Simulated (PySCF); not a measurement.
# C2H6Ge2O: the cost of one run

Computed with PySCF 2.14.0, with density-fitted response routines of our own, on a single molecule in the gas phase. Atoms are numbered from 0 throughout.

### Step 1. The starting structure

11 atoms, charge 0, multiplicity 1; geometry from: PBE0-D3(BJ)/def2-SVP.

Bonds of the start (Å): C0–C1 1.22, C1–Ge2 1.91, Ge2–O3 1.77, O3–Ge4 1.78, C0–H5 1.08, Ge2–H6 1.54, Ge2–H7 1.53, Ge4–H8 1.54, Ge4–H9 1.54, Ge4–H10 1.54.

### Step 2. X-ray photoelectron lines: SCAN, X2C

The job: settings as JSON, then the geometry in Å.

```
{"job": {"kind": "xps"}, "charge": 0, "multiplicity": 1}
C      2.167731     1.461903     0.104813
C      1.521848     0.432349     0.047768
Ge     0.457939    -1.147935    -0.044878
O     -1.151030    -0.774641     0.588409
Ge    -2.054941     0.760687     0.584606
H      2.741606     2.370462     0.156805
H      0.345118    -1.582312    -1.515013
H      1.053404    -2.239101     0.851351
H     -1.313759     1.798954     1.446668
H     -3.427684     0.416353     1.181368
H     -2.193014     1.267374    -0.865988
```

With the program's defaults for keys left out, this is: delta-SCF UKS SCAN, pcX-2 on the ionised atom, pcseg-1 elsewhere, spin-free X2C.

Launch:

```bash
$ OMP_NUM_THREADS=1 python probes_run.py task.json out
```

One launch serves the whole session: the jobs run in the order shown.

Q: Estimate the wall time and peak memory of this first job on 1 thread of Arm Neoverse V1, shared host.

About 24 s, with a peak of 0.57 GiB.
